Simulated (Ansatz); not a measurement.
# C₆H₁₀O₂: one species, many methods

Aim: compute C₆H₁₀O₂ with functionals from several rungs and with coupled cluster. The yardstick is the atomisation energy at the CCSD(T) limit.

Computed with Ansatz 0.2.0, Gaussian basis. Level: functionals in def2-TZVPP, the program's frozen cores in correlated methods.

Levels to be run: LDA (SPW92), PBE-D4, revPBE-D4, BLYP-D4, r2SCAN-D4, B97M-V, PBE0-D4, B3LYP-D4, r2SCANh-D4, r2SCAN0-D4, HSE06-D4, BHLYP-D4, CAM-B3LYP-D4, LC-ωPBE, ωB97X-V, ωB97M-V, B2PLYP, PBE-QIDH; CCSD(T)/def2-SVP; CCSD(T)/def2-TZVPP; MP2/def2-QZVPP; extrapolation to the limit; RPA on PBE.

### 1 The geometry

All runs share one geometry, relaxed beforehand with PBE0-D4 in a triple-zeta def2 set.

SMILES `COC(=O)C1CCC1`, 18 atoms, charge 0, spin multiplicity 1.

Atoms are counted from 1 here; the program's logs count them from 0.

Bond lengths: C1–O2 1.424 Å, C1–H9 1.091 Å, C1–H10 1.088 Å, C1–H11 1.091 Å, O2–C3 1.340 Å, C3–O4 1.203 Å, C3–C5 1.496 Å, C5–C6 1.545 Å, C5–C8 1.546 Å, C5–H12 1.090 Å, C6–C7 1.538 Å, C6–H13 1.091 Å, C6–H14 1.090 Å, C7–C8 1.538 Å, C7–H15 1.090 Å, C7–H16 1.092 Å, C8–H17 1.091 Å, C8–H18 1.090 Å. Angles: O2–C1–H9 110.6°, O2–C1–H10 105.9°, O2–C1–H11 110.6°, H9–C1–H10 110.5°, H9–C1–H11 108.7°, H10–C1–H11 110.5°, C1–O2–C3 115.2°, O2–C3–O4 123.2°, O2–C3–C5 112.2°, O4–C3–C5 124.6°, C3–C5–C6 116.9°, C3–C5–C8 116.7°, C3–C5–H12 110.4°, C6–C5–C8 87.5°, C6–C5–H12 111.9°, C8–C5–H12 111.7°, C5–C6–C7 88.7°, C5–C6–H13 109.8° and more.

### 2 LDA

This LDA is Slater exchange with PW92 correlation.

in.yaml reads:

```yaml
crystal:
  periodic: [false, false, false]
  atoms:
    - {symbol: C, position_ang: [0.838765, -2.833018, -1.325823]}
    - {symbol: O, position_ang: [-0.043344, -1.918428, -0.683805]}
    - {symbol: C, position_ang: [0.470294, -0.704378, -0.442277]}
    - {symbol: O, position_ang: [1.593702, -0.393191, -0.741288]}
    - {symbol: C, position_ang: [-0.508487, 0.199669, 0.237430]}
    - {symbol: C, position_ang: [-0.690512, 1.611177, -0.364614]}
    - {symbol: C, position_ang: [-0.726315, 2.178039, 1.065039]}
    - {symbol: C, position_ang: [-0.032223, 0.888967, 1.537198]}
    - {symbol: H, position_ang: [1.726212, -3.003988, -0.714793]}
    - {symbol: H, position_ang: [0.275629, -3.755849, -1.446470]}
    - {symbol: H, position_ang: [1.152288, -2.446953, -2.296794]}
    - {symbol: H, position_ang: [-1.462688, -0.308911, 0.376359]}
    - {symbol: H, position_ang: [0.218834, 1.909118, -0.889317]}
    - {symbol: H, position_ang: [-1.553762, 1.769772, -1.011740]}
    - {symbol: H, position_ang: [-0.219901, 3.125820, 1.249868]}
    - {symbol: H, position_ang: [-1.747952, 2.246194, 1.444854]}
    - {symbol: H, position_ang: [1.054035, 0.993650, 1.524502]}
    - {symbol: H, position_ang: [-0.344564, 0.442319, 2.481667]}
basis:
  gaussian: {orbitals: def2-TZVPP}
hamiltonian: {xc: lda}
output: {orbitals: {seedname: orbitals}}
```

The run is started by

```sh
$ ansatz run in.yaml --threads 2 --pin off --events-out ev --progress --plain --max-ram 32768MiB --backend cuda --devices 0, --max-vram 18GiB
```

After this run come: PBE-D4 (GGA); revPBE-D4 (GGA); BLYP-D4 (GGA); r2SCAN-D4 (meta-GGA); B97M-V (meta-GGA); PBE0-D4 (hybrid); B3LYP-D4 (hybrid); r2SCANh-D4 (hybrid); r2SCAN0-D4 (hybrid); HSE06-D4 (hybrid); BHLYP-D4 (hybrid); CAM-B3LYP-D4 (range-separated); LC-ωPBE (range-separated); ωB97X-V (range-separated); ωB97M-V (range-separated); B2PLYP (double hybrid); PBE-QIDH (double hybrid); CCSD(T) in def2-SVP; CCSD(T) in def2-TZVPP; MP2 in def2-QZVPP; RPA on PBE orbitals.

Q: Predict the results of all the runs planned. Wanted: atomisation energy, CCSD(T)/CBS; farthest beyond LDA; mean size of error, GGA; mean size of error, meta-GGA; mean size of error, hybrid; mean size of error, range-separated; mean size of error, double hybrid; gap, smallest and largest; T1 diagnostic.

**Answer**, as computed:

| quantity | value |
| --- | --- |
| atomisation energy, CCSD(T)/CBS | 7610.7 kJ/mol |
| functionals within 38.1 kJ/mol (0.5 %) | BLYP-D4, B97M-V, B3LYP-D4, r2SCANh-D4, ωB97X-V, ωB97M-V, PBE-QIDH |
| farthest beyond LDA | BHLYP-D4 (-245.3 kJ/mol) |
| mean size of error, GGA | 95.5 kJ/mol |
| mean size of error, meta-GGA | 32.7 kJ/mol |
| mean size of error, hybrid | 84.4 kJ/mol |
| mean size of error, range-separated | 38.7 kJ/mol |
| mean size of error, double hybrid | 36.2 kJ/mol |
| gap, smallest and largest | 5.30 eV (LDA (SPW92)), 13.33 eV (LC-ωPBE) |
| T1 diagnostic | 0.0129 |
| triples share of the correlation energy | 4.1 % |

**Reading.** The LDA atomisation energy is off by 1218.7 kJ/mol (16 %): it overbinds. PBE-D4 misses by +241.8 kJ/mol. Double hybrids carry the basis error of their MP2 part in triple zeta, and no dispersion term here, so their miss is partly the set-up's. The rungs meta-GGA, double hybrid miss on average by less than the doubt on the reference (38.1 kJ/mol), so they tie. Misses under about 38.1 kJ/mol are within the doubt on the reference itself, which lacks core-valence correlation, relativity and higher excitations. Hartree-Fock recovers 73 % of the binding; the rest is correlation. CCSD(T) in def2-SVP is off by -289.9 kJ/mol, more than most functionals: a good method in a small basis is no reference. The gap grows from 5.3 to 13.3 eV across the functionals, mostly with the share of exact exchange.
